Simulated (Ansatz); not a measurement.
# GeH₅NO: a ladder of functionals and wavefunction methods

One table from this session's results is given with a row withheld; the runs are named, their logs left out.

Program: Ansatz 0.2.0, Gaussian basis. Level of theory: functionals in def2-TZVPP, the program's frozen cores in correlated methods. These are calculated values, not measurements.

The runs, in order: LDA (SPW92), PBE-D4, revPBE-D4, BLYP-D4, r2SCAN-D4, B97M-V, PBE0-D4, B3LYP-D4, r2SCANh-D4, r2SCAN0-D4, HSE06-D4, BHLYP-D4, CAM-B3LYP-D4, LC-ωPBE, ωB97X-V, ωB97M-V, B2PLYP, PBE-QIDH; CCSD(T)/def2-SVP; CCSD(T)/def2-TZVPP; MP2/def2-QZVPP; extrapolation to the limit; RPA on PBE.

**The relaxed structure**

An earlier PBE0-D4 in a triple-zeta def2 set relaxation fixed the geometry.

SMILES `[NH2][GeH2][OH]`, 8 atoms, charge 0, spin multiplicity 1.

Atoms are counted from 1 here; the program's logs count them from 0.

Bond lengths: N1–Ge2 1.819 Å, N1–H4 1.009 Å, N1–H5 1.009 Å, Ge2–O3 1.780 Å, Ge2–H6 1.548 Å, Ge2–H7 1.538 Å, O3–H8 0.959 Å. Angles: Ge2–N1–H4 117.0°, Ge2–N1–H5 115.8°, H4–N1–H5 110.2°, N1–Ge2–O3 104.8°, N1–Ge2–H6 115.6°, N1–Ge2–H7 106.9°, O3–Ge2–H6 106.5°, O3–Ge2–H7 111.2°, H6–Ge2–H7 111.7°, Ge2–O3–H8 112.1°.

The first run:

in.yaml

```yaml
crystal:
  periodic: [false, false, false]
  atoms:
    - {symbol: N, position_ang: [-1.031814, 0.492503, -0.794502]}
    - {symbol: Ge, position_ang: [0.497147, 0.055430, 0.087819]}
    - {symbol: O, position_ang: [0.294802, -1.658247, 0.524467]}
    - {symbol: H, position_ang: [-1.853929, 0.655504, -0.233380]}
    - {symbol: H, position_ang: [-0.943181, 1.208529, -1.499197]}
    - {symbol: H, position_ang: [0.748963, 0.819478, 1.410916]}
    - {symbol: H, position_ang: [1.655784, 0.242655, -0.906814]}
    - {symbol: H, position_ang: [0.724425, -1.872950, 1.354790]}
basis:
  gaussian: {orbitals: def2-TZVPP}
hamiltonian: {xc: lda}
output: {orbitals: {seedname: orbitals}}
```

Launch:

```console
ansatz run in.yaml --threads 2 --pin off --events-out ev --progress --plain --max-ram 4352MiB
```

Steps of the session up to this table: LDA; PBE-D4 (GGA); revPBE-D4 (GGA); BLYP-D4 (GGA); r2SCAN-D4 (meta-GGA); B97M-V (meta-GGA); PBE0-D4 (hybrid); B3LYP-D4 (hybrid); r2SCANh-D4 (hybrid); r2SCAN0-D4 (hybrid); HSE06-D4 (hybrid); BHLYP-D4 (hybrid); CAM-B3LYP-D4 (range-separated); LC-ωPBE (range-separated); ωB97X-V (range-separated); ωB97M-V (range-separated); B2PLYP (double hybrid); PBE-QIDH (double hybrid).

One of the session's tables, all rows but one given; the rest of the session is left out.

It belongs to the step «Orbital energies across the functionals». 

| functional | HOMO (eV) | LUMO (eV) | gap (eV) |
| --- | --- | --- | --- |
| LDA (SPW92) | -6.15 | -0.46 | 5.69 |
| PBE-D4 | ? | ? | ? |
| revPBE-D4 | -5.95 | -0.11 | 5.84 |
| BLYP-D4 | -5.89 | -0.20 | 5.69 |
| r2SCAN-D4 | -6.32 | 0.25 | 6.57 |
| B97M-V | -6.44 | 0.01 | 6.45 |
| PBE0-D4 | -7.46 | 0.63 | 8.08 |
| B3LYP-D4 | -7.21 | 0.31 | 7.52 |
| r2SCANh-D4 | -6.86 | 0.53 | 7.39 |
| r2SCAN0-D4 | -7.68 | 0.92 | 8.60 |
| HSE06-D4 | -7.05 | 0.25 | 7.30 |
| BHLYP-D4 | -8.83 | 1.33 | 10.16 |
| CAM-B3LYP-D4 | -8.89 | 1.48 | 10.37 |
| LC-ωPBE | -10.30 | 2.76 | 13.06 |
| ωB97X-V | -9.93 | 2.58 | 12.51 |
| ωB97M-V | -9.83 | 2.23 | 12.06 |

Estimate the missing values for PBE-D4.

As computed: HOMO (eV): -6.01; LUMO (eV): -0.22; gap (eV): 5.78. In the column «HOMO (eV)» it lies between LDA (SPW92) (-6.15) and revPBE-D4 (-5.95).
